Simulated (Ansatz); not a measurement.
# GeH2O2: up Jacob's ladder to CCSD(T)

The task here is to estimate one member of a computed series from the others.

Method: functionals in def2-TZVPP, the program's frozen cores in correlated methods; program: Ansatz 0.2.0, Gaussian basis.

Levels to be run: LDA (SPW92), PBE-D4, revPBE-D4, BLYP-D4, r2SCAN-D4, B97M-V, PBE0-D4, B3LYP-D4, r2SCANh-D4, r2SCAN0-D4, HSE06-D4, BHLYP-D4, CAM-B3LYP-D4, LC-ωPBE, ωB97X-V, ωB97M-V, B2PLYP, PBE-QIDH; CCSD(T)/def2-SVP; CCSD(T)/def2-TZVPP; CCSD(T)/def2-QZVPP; extrapolation to the limit; RPA on PBE.

## The relaxed structure

All runs share one geometry, relaxed beforehand with PBE0-D4 in a triple-zeta def2 set.

SMILES `[OH][Ge][OH]`, 5 atoms, charge 0, spin multiplicity 1.

Atoms are counted from 1 here; the program's logs count them from 0.

Bond lengths: O1–Ge2 1.790 Å, O1–H4 0.961 Å, Ge2–O3 1.790 Å, O3–H5 0.961 Å. Angles: Ge2–O1–H4 118.8°, O1–Ge2–O3 102.4°, Ge2–O3–H5 118.8°.

As a file:

```csv
atom,x (Å),y (Å),z (Å)
O1,-1.3410,-0.0995,-0.3774
Ge2,-0.3164,-0.8958,0.8553
O3,1.2819,-0.1423,0.5702
H4,-0.9409,0.5508,-0.9615
H5,1.3664,0.5132,-0.1279
```

The first run:

Input file in.yaml:

```yaml
crystal:
  periodic: [false, false, false]
  atoms:
    - {symbol: O, position_ang: [-1.341020, -0.099502, -0.377435]}
    - {symbol: Ge, position_ang: [-0.316413, -0.895774, 0.855294]}
    - {symbol: O, position_ang: [1.281876, -0.142306, 0.570231]}
    - {symbol: H, position_ang: [-0.940946, 0.550828, -0.961511]}
    - {symbol: H, position_ang: [1.366402, 0.513153, -0.127881]}
basis:
  gaussian: {orbitals: def2-TZVPP}
hamiltonian: {xc: lda}
output: {orbitals: {seedname: orbitals}}
```

Launch:

```console
$ ansatz run in.yaml --threads 2 --pin off --events-out ev --progress --plain --max-ram 32768MiB --backend cpu
```

Among the steps run: LDA; PBE-D4 (GGA); revPBE-D4 (GGA); BLYP-D4 (GGA); r2SCAN-D4 (meta-GGA); B97M-V (meta-GGA); PBE0-D4 (hybrid); B3LYP-D4 (hybrid); r2SCANh-D4 (hybrid); r2SCAN0-D4 (hybrid); HSE06-D4 (hybrid); BHLYP-D4 (hybrid); CAM-B3LYP-D4 (range-separated); LC-ωPBE (range-separated); ωB97X-V (range-separated); ωB97M-V (range-separated); B2PLYP (double hybrid); PBE-QIDH (double hybrid).

One table of the session follows, with a row left open; its other results are not shown here.

It belongs to the step «Frontier levels by functional». 

```
  functional  HOMO (eV)  LUMO (eV)  gap (eV)
 LDA (SPW92)      -6.96      -2.53      4.43
      PBE-D4      -6.76      -2.30      4.47
   revPBE-D4      -6.69      -2.21      4.48
     BLYP-D4      -6.69      -2.22      4.46
   r2SCAN-D4      -7.05      -2.24      4.81
      B97M-V      -6.98      -2.15      4.83
     PBE0-D4      -7.91      -1.53      6.38
    B3LYP-D4      -7.77      -1.77      6.00
  r2SCANh-D4      -7.48      -1.94      5.54
  r2SCAN0-D4      -8.11      -1.50      6.61
    HSE06-D4      -7.51      -1.91      5.60
    BHLYP-D4      -8.98      -0.71      8.27
CAM-B3LYP-D4          ?          ?         ?
     LC-ωPBE     -10.55       0.66     11.22
     ωB97X-V     -10.22       0.57     10.79
     ωB97M-V     -10.15       0.47     10.62
```

Q: Estimate the row for CAM-B3LYP-D4 from the others.

The run gave: HOMO (eV): -9.30; LUMO (eV): -0.50; gap (eV): 8.80. In the column «HOMO (eV)» it lies between ωB97M-V (-10.15) and BHLYP-D4 (-8.98).
